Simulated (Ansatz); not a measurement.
# SiGeHO (sextet): the correlation ladder, cc-pVDZ

An exercise on one series of results from a longer session: the logs are not shown, and one member is left open.

Program: Ansatz 0.2.0, Gaussian basis. Level of theory: cc-pVDZ, core rule «outside noble gas», up to 20 orbitals frozen. These are calculated values, not measurements.

Plan: UHF; CCSD(T) on ROHF; CCSD(T) on UHF; BCCD(T) on ROHF; CISD; CCSDT(Q) on ROHF; CCSDT(Q) on UHF; CASSCF and MRCISD+Q, 13 electrons in 11 orbitals; CASSCF and NEVPT2, 13 electrons in 11 orbitals.

22 further runs of the same task are left out: 9 that didn't finish, 13 set aside as unsound or not needed.

### The geometry

The geometry is a PBE0/def2-TZVP stationary point (not a proven minimum) of the parent state, kept for this charge and spin. No spin-orbit coupling is included. The filled d shell of Ge may be among the frozen orbitals whatever the setting's name suggests; the logs give the count.

4 atoms, charge 0, spin multiplicity 6.

Atoms are counted from 1 here; the program's logs count them from 0.

Bond lengths: Ge1–Si2 2.398 Å, Si2–O3 1.648 Å, O3–H4 0.961 Å. Angles: Ge1–Si2–O3 111.2°, Si2–O3–H4 119.3°.

As a file:

```xyz
4
GeHOSi
Ge    0.0000   -0.0870    1.0333
Si    0.0000    0.6235   -1.2570
O     0.0000   -0.6673   -2.2813
H     0.0000   -0.5139   -3.2303
```

Set-up of the first run:

The input, in.yaml:

```yaml
crystal:
  periodic: [false, false, false]
  atoms:
    - {symbol: Ge, position_ang: [0.000000, -0.086975, 1.033304]}
    - {symbol: Si, position_ang: [0.000000, 0.623522, -1.256992]}
    - {symbol: O, position_ang: [0.000000, -0.667282, -2.281334]}
    - {symbol: H, position_ang: [0.000000, -0.513860, -3.230336]}
basis:
  gaussian: {orbitals: cc-pVDZ}
magnetization: {spin_polarized: true, initial_magnetization: 5}
hamiltonian: {xc: hf}
output: {orbitals: {seedname: orbitals}}
```

Launch:

```bash
> ansatz run in.yaml --threads 1 --pin off --events-out ev --progress --plain --max-ram 2393MiB
```

Among the steps run: UHF; CCSD(T) on ROHF; CCSD(T) on UHF; BCCD(T) on ROHF; CISD; CCSDT(Q) on ROHF; CCSDT(Q) on UHF; CASSCF and MRCISD+Q, 13 electrons in 11 orbitals; CASSCF and NEVPT2, 13 electrons in 11 orbitals.

One of the session's tables, all rows but one given; the rest of the session is left out.

```
           method  from RCCSDT(Q) (kJ/mol)
             ROHF                   +834.9
              UHF                   +825.3
             RMP2                    +92.2
             UMP2                    +90.3
             CISD                    +96.6
            RCCSD                    +26.8
            UCCSD                        ?
         RCCSD(T)                     +5.0
         UCCSD(T)                     +3.0
          BCCD(T)                     +4.9
           RCCSDT                     +2.1
           UCCSDT                     +0.1
        RCCSDT(Q)                        0
        UCCSDT(Q)                     -2.2
  CASSCF frontier                   +689.6
  NEVPT2 frontier                   +144.1
  MRCISD frontier                    +73.6
MRCISD+Q frontier                    +13.7
```

**Question.** Estimate the row for UCCSD.

As computed: from RCCSDT(Q) (kJ/mol): +24.7. In the column «from RCCSDT(Q) (kJ/mol)» it lies between MRCISD+Q frontier (+13.7) and RCCSD (+26.8).

Limits of these values: Restricted and unrestricted rows rest on different reference determinants; where their highest levels disagree by more than a few hundredths of an eV, they describe different states and don't form one ladder.
